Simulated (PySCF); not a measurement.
# CHBF2S: the cost of one run

The runs use PySCF 2.14.0, with density-fitted response routines of our own; the level of theory stands in each step. All values are computed, except where a source is named. Atoms count from 0, in the outputs and in this text.

## Step 1: The molecule as given

6 atoms, charge 0, multiplicity 1; geometry from: GFN2-xTB. The atoms were then displaced at random by about 0.01 Å, so the start is not that level's minimum.

Bonds of the start (Å): F0–B1 1.30, B1–F2 1.30, B1–C3 1.52, C3–S4 1.65, C3–H5 1.10.

## Step 2: Relaxing the molecule at PBE0-D3(BJ)/def2-SVP

The job: settings as JSON, then the geometry in Å.

```
{"job": {"xc": "PBE0", "basis": "def2-SVP", "d3": "d3bj", "grid": 1, "shake": 0.01, "kind": "geom"}, "charge": 0, "multiplicity": 1}
F      1.265390     1.318790     0.027990
B      0.762970     0.120490     0.100290
F      1.644430    -0.807350     0.351530
C     -0.703170    -0.230660    -0.094340
S     -1.912900     0.841760    -0.414870
H     -1.032560    -1.273050    -0.015250
```

On the command line:

```console
OMP_NUM_THREADS=1 python probes_run.py task.json out
```

This one command runs all jobs of the session in turn.

**Question.** How long does this first job take on 1 thread of Arm Neoverse V1, shared host, and how much memory does it need?

About 13 s, with a peak of 0.34 GiB.
